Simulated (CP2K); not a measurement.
Runs of CP2K 2026.2 on HPbNO4. The typed cell holds 7 atoms: a = 4.204 Å, b = 4.339 Å, c = 6.729 Å, α = 71.95°, β = 72.29°, γ = 62.23°. The cell was built by a generator and needn't be a form met in nature.

| task | level | potentials or basis | cell | k mesh | k points reduced by the point group | points a segment of the path (NPOINTS) | bands added on the path | MPI ranks | CUTOFF of the grids | gap on the mesh (eV) | pressure (GPa) | relaxed volume (Å³/atom) | largest force (eV/Å) |
| --- | --- | --- | --- | --- | --- | --- | --- | --- | --- | --- | --- | --- | --- |
| band structure | vdW-DF-cx | POTENTIAL_UZH H GTH-PBE-q1, Pb GTH-PBE-q4, N GTH-PBE-q5, O GTH-PBE-q6; TZVP-MOLOPT-PBE-GTH basis | as given | 7 × 7 × 5 | yes | 6 | 4 | 4 | 1000 Ry | 2.75 | 1.1 | - | - |
| band structure | RPBE | POTENTIAL_UZH H GTH-PBE-q1, Pb GTH-PBE-q4, N GTH-PBE-q5, O GTH-PBE-q6; TZVP-MOLOPT-PBE-GTH basis | as given | 7 × 7 × 5 | yes | 6 | 4 | - | 1000 Ry | 2.79 | (b) | - | 0.57 |
| relaxation of cell and atoms | LDA | GTH_POTENTIALS H GTH-PADE-q1, Pb GTH-PADE-q4, N GTH-PADE-q5, O GTH-PADE-q6; DZVP-MOLOPT-PBE-GTH basis | relaxed | 6 × 6 × 4 | - | - | - | - | 600 Ry | 2.30 | 0.0 | 12.72 | 0.04 |
| band structure | PBEsol | POTENTIAL_UZH H GTH-PBE-q1, Pb GTH-PBE-q4, N GTH-PBE-q5, O GTH-PBE-q6; TZVP-MOLOPT-PBE-GTH basis | as given | 7 × 7 × 5 | yes | 6 | 4 | - | 1000 Ry | 2.70 | -0.1 | - | (a) |
| relaxation of cell and atoms | PBEsol | POTENTIAL_UZH H GTH-PBE-q1, Pb GTH-PBE-q4, N GTH-PBE-q5, O GTH-PBE-q6; DZVP-MOLOPT-PBE-GTH basis | relaxed | 6 × 6 × 4 | - | - | - | - | 600 Ry | 2.48 | 0.0 | 14.06 | - |
| band structure | SCAN | POTENTIAL_UZH H GTH-PBE-q1, Pb GTH-PBE-q4, N GTH-PBE-q5, O GTH-PBE-q6; TZVP-MOLOPT-PBE-GTH basis | as given | 7 × 7 × 5 | yes | 6 | 4 | 4 | 1000 Ry | 3.03 | -0.3 | - | - |
| relaxation of cell and atoms | RPBE | POTENTIAL_UZH H GTH-PBE-q1, Pb GTH-PBE-q4, N GTH-PBE-q5, O GTH-PBE-q6; DZVP-MOLOPT-PBE-GTH basis | relaxed | 6 × 6 × 4 | - | - | - | - | 600 Ry | 2.81 | 0.0 | (c) | - |
| band structure | LDA | POTENTIAL_UZH H GTH-PBE-q1, Pb GTH-PBE-q4, N GTH-PBE-q5, O GTH-PBE-q6; TZVP-MOLOPT-PBE-GTH basis | as given | 7 × 7 × 5 | yes | 6 | 4 | - | 1000 Ry | 2.64 | -1.2 | - | 0.81 |
| band structure | r2SCAN | POTENTIAL_UZH H GTH-PBE-q1, Pb GTH-PBE-q4, N GTH-PBE-q5, O GTH-PBE-q6; TZVP-MOLOPT-PBE-GTH basis | as given | 7 × 7 × 5 | yes | 6 | 4 | - | 1000 Ry | (d) | -0.1 | - | - |
| band structure | TB-mBJ | POTENTIAL_UZH H GTH-PBE-q1, Pb GTH-PBE-q4, N GTH-PBE-q5, O GTH-PBE-q6; TZVP-MOLOPT-PBE-GTH basis | as given | 7 × 7 × 5 | yes | 6 | 4 | - | 1000 Ry | 3.19 | - | - | - |

Alike in all rows: no spin polarisation; smearing fermi-dirac 0.05 eV.

Task: Fill in the values left out.

Result: (a) 0.51; (b) 3.1; (c) 15.46; (d) 3.06.

Caveats: spin-orbit coupling is left out, which as a rule narrows the gap of such compounds by several tenths of an eV; the basis of atomic orbitals isn't converged, which shifts pressures, moduli and gaps; the potentials were made for another functional, which shifts forces and pressure (some runs); the forces don't sum to zero, a sign of grid noise (some runs); this is a model potential without an energy functional, so only levels have meaning (some runs).

A k mesh can miss the band edges, and the runs leave out spin-orbit coupling on Pb.

Runs at the PBE level aren't shown here.
